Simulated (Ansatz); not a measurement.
# LaP2Ru2 (ThCr2Si2 type): the cost of one run

Program: Ansatz 0.2.0. Level of theory: DFT LDA, scalar-relativistic, plane waves, PAW. These are calculated values, not measurements.

### 1 The system as given

Symmetry: I4/mmm, No. 139, tetragonal system. The conventional cell has a = 3.992 Å, b = 3.992 Å, c = 10.099 Å, α = 90.00°, β = 90.00°, γ = 90.00°. La (site symmetry 4/mmm) has 8 P at 3.14 Å and 8 Ru at 3.22 Å as nearest neighbours. Ru (site symmetry -4m2) is surrounded by 4 P at 2.31 Å. Around P (site symmetry 4mm) lie 4 Ru at 2.31 Å and 4 La at 3.14 Å.

Structure file:

```cif
data_structure
_symmetry_space_group_name_H-M 'I4/mmm'
_symmetry_Int_Tables_number 139
_cell_length_a 3.9923
_cell_length_b 3.9923
_cell_length_c 10.0995
_cell_angle_alpha 90.000
_cell_angle_beta 90.000
_cell_angle_gamma 90.000
_cell_volume 160.97
loop_
_atom_site_label
_atom_site_type_symbol
_atom_site_symmetry_multiplicity
_atom_site_Wyckoff_symbol
_atom_site_fract_x
_atom_site_fract_y
_atom_site_fract_z
_atom_site_occupancy
La1 La 2 a 0.00000 0.00000 0.00000 1
Ru1 Ru 4 d 0.00000 0.50000 0.25000 1
P1 P 4 e 0.00000 0.00000 0.36418 1
```

### 2 Cell and atoms relaxed at 5 GPa

It takes the final geometry of an earlier run.

input.yaml

```yaml
crystal:
  lattice:
    - [-1.9961483502, 1.9961483502, 5.049727252]
    - [1.9961483502, -1.9961483502, 5.049727252]
    - [1.9961483502, 1.9961483502, -5.049727252]
  atoms:
    - { symbol: La, position: [0.0, 0.0, 0.0] }
    - { symbol: Ru, position: [0.75, 0.25, 0.5] }
    - { symbol: Ru, position: [0.25, 0.75, 0.5] }
    - { symbol: P, position: [0.3641797588, 0.3641797588, 0.0] }
    - { symbol: P, position: [0.6358202412, 0.6358202412, 0.0] }
scf:
  occupations: { method: gaussian, width: 0.03 }
output:
  forces: true
  stress: true
  eigenvalues: true
hamiltonian:
  xc: lda
basis:
  ecutwfc: 420
kpoints:
  mp_grid: { grid: [14, 14, 14] }
relax:
  f_tol: 0.003
  max_steps: 60
  cell: { stress_tol: 0.015, p_target: 5 }
```

Launch:

```
$ ansatz run input.yaml --threads 2 --pin off --max-ram 6144MiB --backend cpu --events-out ev --progress --plain --runs-dir out
```

Q: Estimate wall time and peak memory on 2 threads of Intel Xeon Platinum 8375C at 2.90GHz (Ice Lake), shared host.

About 3.3 min, with a peak of 0.82 GiB.
